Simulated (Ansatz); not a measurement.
Crystal: AlHg.

```
Al Hg
1.0
     0.00000    3.06853    3.06853
     3.06853    0.00000    3.06853
     3.06853    3.06853    0.00000
Al Hg
1 1
Direct
  0.00000 0.00000 0.00000
  0.75000 0.75000 0.75000
```

The cell was built by a generator and needn't be a form met in nature.

```yaml
Program: Ansatz 0.2.0
Task: relaxation of cell and atoms
Functional: BLYP
Dispersion: D4
Potentials_or_basis: Ansatz PAW
Cutoff: "420 eV (not typed: the program's choice for these potentials)"
k_mesh: 8 × 8 × 8
Occupations: fermi-dirac, width 0.05 eV
Spin: no spin polarisation
```

At the start: volume 28.89 Å³/atom.

**Question.** How do energy, volume and symmetry change on relaxing?

**Answer.** It ends after 4 steps and the volume is 28.15 Å³/atom (-2.6 %); space group F-43m (No. 216, to 0.05 Å).

The path:
```csv
step,energy change (eV),largest force (eV/Å),volume (Å³)
1,0.0000,0.0000,57.79
2,-0.0042,0.0000,56.49
3,-0.0044,0.0000,56.29
4,-0.0041,0.0000,56.29
```

Final structure:
```cif
data_structure
_symmetry_space_group_name_H-M 'P 1'
_symmetry_Int_Tables_number 1
_cell_length_a 4.3019
_cell_length_b 4.3019
_cell_length_c 4.3019
_cell_angle_alpha 60.000
_cell_angle_beta 60.000
_cell_angle_gamma 60.000
_cell_volume 56.29
loop_
_atom_site_label
_atom_site_type_symbol
_atom_site_fract_x
_atom_site_fract_y
_atom_site_fract_z
_atom_site_occupancy
Al1 Al 0.00000 0.00000 0.00000 1
Hg1 Hg 0.75000 0.75000 0.75000 1
```

Caveat: the plane-wave basis is chosen anew once the cell has moved, so the energies of steps on either side of that aren't comparable; pairwise dispersion overbinds metals, which lowers pressure and volume; the PAW data sets come from PBE, with cores solved anew for the run's functional, which leaves a small shift of forces and pressure.
